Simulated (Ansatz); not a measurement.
Molecular dynamics of La₃TaO₇

The input (input.yaml):

```yaml
crystal:
  lattice:
    - [3.962835, -5.733749, 0.0]
    - [3.962835, 5.733749, 0.0]
    - [0.0, 0.0, 8.16649]
  atoms:
    - { symbol: La, position: [0.0, 0.0, 0.0] }
    - { symbol: La, position: [0.5, 0.0, 0.25] }
    - { symbol: La, position: [0.0, 0.5, 0.25] }
    - { symbol: Ta, position: [0.5, 0.5, 0.0] }
    - { symbol: O, position: [0.5, 0.5, 0.25] }
    - { symbol: O, position: [0.4320659, 0.185545, 0.0] }
    - { symbol: O, position: [0.814455, 0.5679341, 0.0] }
    - { symbol: O, position: [0.5679341, 0.814455, 0.0] }
    - { symbol: O, position: [0.185545, 0.4320659, 0.0] }
    - { symbol: O, position: [0.1301241, 0.8698759, 0.25] }
    - { symbol: O, position: [0.8698759, 0.1301241, 0.25] }
    - { symbol: La, position: [0.0, 0.0, 0.5] }
    - { symbol: La, position: [0.5, 0.0, 0.75] }
    - { symbol: La, position: [0.0, 0.5, 0.75] }
    - { symbol: Ta, position: [0.5, 0.5, 0.5] }
    - { symbol: O, position: [0.5, 0.5, 0.75] }
    - { symbol: O, position: [0.4320659, 0.185545, 0.5] }
    - { symbol: O, position: [0.814455, 0.5679341, 0.5] }
    - { symbol: O, position: [0.5679341, 0.814455, 0.5] }
    - { symbol: O, position: [0.185545, 0.4320659, 0.5] }
    - { symbol: O, position: [0.1301241, 0.8698759, 0.75] }
    - { symbol: O, position: [0.8698759, 0.1301241, 0.75] }
basis:
  ecutwfc: 420.0
kpoints:
  mp_grid: { grid: [2, 2, 2] }
hamiltonian:
  xc: pbe
scf:
  occupations: { method: fermi_dirac, width: 0.17 }
  lower_state_search: "off"
md:
  timestep: 1.5
  n_steps: 360
  ensemble: nvt_langevin
  temperature: 300.0
  initial_velocities: maxwell_boltzmann
  seed: 855863
  friction: 0.02
  temperature_schedule: [{ n_steps: 360, end_temperature: 2000.0 }]
```

Run as:

```bash
$ ansatz run input.yaml --threads 2 --pin off --max-ram 5120MiB --backend cpu --events-out ev --progress --plain --runs-dir out
```

It starts from an unrelaxed structure (largest force component 0.49 eV/Å).

Output, in part (step lines):

```
md step     0: t =     0.00 fs  T =   286.4 K (target 300.0 K)  F+E_penalty+E_count = -65347.07899322 eV  E_kin = 0.814338 eV  (8 SCF iters)
md step     1: t =     1.50 fs  T =   296.8 K (target 302.4 K)  F+E_penalty+E_count = -65347.08076779 eV  E_kin = 0.844128 eV  (8 SCF iters)
md step     2: t =     3.00 fs  T =   290.6 K (target 307.1 K)  F+E_penalty+E_count = -65347.07588615 eV  E_kin = 0.826325 eV  (8 SCF iters)
md step     3: t =     4.50 fs  T =   280.7 K (target 311.8 K)  F+E_penalty+E_count = -65347.06481346 eV  E_kin = 0.798111 eV  (8 SCF iters)
md step     4: t =     6.00 fs  T =   281.0 K (target 316.5 K)  F+E_penalty+E_count = -65347.04417832 eV  E_kin = 0.798992 eV  (8 SCF iters)
md step     5: t =     7.50 fs  T =   252.0 K (target 321.2 K)  F+E_penalty+E_count = -65347.01277971 eV  E_kin = 0.716508 eV  (6 SCF iters)
md step     6: t =     9.00 fs  T =   252.1 K (target 326.0 K)  F+E_penalty+E_count = -65346.97653175 eV  E_kin = 0.716793 eV  (6 SCF iters)
md step     7: t =    10.50 fs  T =   251.8 K (target 330.7 K)  F+E_penalty+E_count = -65346.93598492 eV  E_kin = 0.716039 eV  (6 SCF iters)
[... lines left out ...]
md step   360: t =   540.00 fs  T =  1675.1 K (target 1997.6 K)  F+E_penalty+E_count = -65342.00738781 eV  E_kin = 4.763602 eV  (9 SCF iters)
```

The steps, from the saved trajectory:

| time (fs) | T (K) | potential energy less start (eV) |
| --- | --- | --- |
| 0.0 | 286 | 0.000 |
| 18.0 | 229 | 0.421 |
| 36.0 | 320 | 0.458 |
| 54.0 | 320 | 0.673 |
| 72.0 | 345 | 0.775 |
| 90.0 | 463 | 0.663 |
| 108.0 | 443 | 0.957 |
| 126.0 | 410 | 1.308 |
| 144.0 | 487 | 1.078 |
| 162.0 | 655 | 1.206 |
| 180.0 | 726 | 1.424 |
| 198.0 | 823 | 1.440 |
| 216.0 | 603 | 2.148 |
| 234.0 | 998 | 1.381 |
| 252.0 | 1095 | 1.851 |
| 270.0 | 1034 | 2.094 |
| 288.0 | 1360 | 2.297 |
| 306.0 | 1084 | 2.658 |
| 324.0 | 1149 | 2.704 |
| 342.0 | 1005 | 2.731 |
| 360.0 | 1110 | 1.949 |
| 378.0 | 1112 | 2.497 |
| 396.0 | 1122 | 2.386 |
| 414.0 | 1585 | 2.896 |
| 432.0 | 1511 | 3.773 |
| 450.0 | 1366 | 3.507 |
| 468.0 | 1256 | 3.725 |
| 486.0 | 1003 | 4.384 |
| 504.0 | 1470 | 3.429 |
| 522.0 | 1541 | 4.045 |
| 540.0 | 1675 | 5.072 |

The run went to its last step. The schedule's set-point averaged 1575 K over the second half and the system 1276 K, so it lags behind the ramp. A run of 0.54 ps of so small a system gives no equilibrium averages.

Mean squared displacements from the first frame to the last, about the centre of mass: La 0.18 Å², Ta 0.03 Å², O 0.20 Å².

Last frame:

```xyz
22
Lattice="3.9628 -5.7337 0.0000 3.9628 5.7337 0.0000 0.0000 0.0000 8.1665" Properties=species:S:1:pos:R:3
La -0.365 -0.459 -0.388
La 1.857 -2.877 2.411
La 1.973 2.813 2.168
Ta 3.844 -0.183 0.136
O 4.021 -0.031 1.991
O 2.502 -1.744 -0.179
O 5.474 -1.676 -0.396
O 5.554 0.848 0.042
O 2.603 1.242 0.083
O 3.943 3.389 1.609
O 3.748 -4.277 2.578
La -0.594 0.021 4.197
La 2.168 -2.606 6.109
La 1.955 2.542 5.976
Ta 3.819 -0.243 4.330
O 3.575 -0.538 6.067
O 2.031 -1.290 4.150
O 5.433 -1.526 4.242
O 5.324 1.175 4.218
O 2.902 1.272 3.963
O 3.905 3.882 5.661
O 3.942 -4.475 6.278
```

Run time: 42 min on 2 threads of Intel(R) Xeon(R) Platinum 8488C (Sapphire Rapids), with other jobs on the host, peak memory 1.3 GiB.
